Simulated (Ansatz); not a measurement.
# ClF2H2HfN: the cost of one run

All numbers below are computed with Ansatz 0.2.0 (RKS PBE-D4/def2-SVP).

### Step 1. The system as given

Bond lengths: Hf1–Cl2 2.520 Å, Hf1–F3 1.980 Å, Hf1–F4 1.979 Å, Hf1–N5 2.208 Å, N5–H6 1.060 Å, N5–H7 1.060 Å. Angles: Cl2–Hf1–F3 109.4°, Cl2–Hf1–F4 109.5°, Cl2–Hf1–N5 109.5°, F3–Hf1–F4 109.5°, F3–Hf1–N5 109.5°, F4–Hf1–N5 109.5°, Hf1–N5–H6 120.0°, Hf1–N5–H7 120.0°, H6–N5–H7 120.0°.

Coordinates:

```xyz
7

Hf    0.0000    0.0000    0.0000
Cl    0.0000    0.0000    2.5200
F     1.8671    0.0000   -0.6593
F    -0.9326    1.6157   -0.6593
N    -1.0409   -1.8034   -0.7359
H    -1.5759   -2.4197   -0.0595
H    -1.0055   -2.0526   -1.7656
```

### Step 2. Relaxing the start

The input, input.yaml:

```yaml
crystal:
  periodic: [false, false, false]
  atoms:
    - { symbol: Hf, position_ang: [0.0, 0.0, 0.0] }
    - { symbol: Cl, position_ang: [0.0, 0.0, 2.52] }
    - { symbol: F, position_ang: [1.8671, 0.0, -0.6593] }
    - { symbol: F, position_ang: [-0.9326, 1.6157, -0.6593] }
    - { symbol: "N", position_ang: [-1.0409, -1.8034, -0.7359] }
    - { symbol: H, position_ang: [-1.5759, -2.4197, -0.0595] }
    - { symbol: H, position_ang: [-1.0055, -2.0526, -1.7656] }
basis:
  gaussian: { orbitals: def2-SVP }
hamiltonian:
  xc: pbe
  dispersion: d4
relax:
  f_tol: 0.02
  max_steps: 40
```

The run is started by

```sh
> ansatz run input.yaml --threads 2 --pin off --max-ram 3072MiB --backend cpu --events-out ev --progress --plain --runs-dir out
```

**Question.** How long does this run take on 2 threads of Intel Xeon 6975P-C (Granite Rapids), shared host, and how much memory does it need?

About 30 s, with a peak of 0.21 GiB.
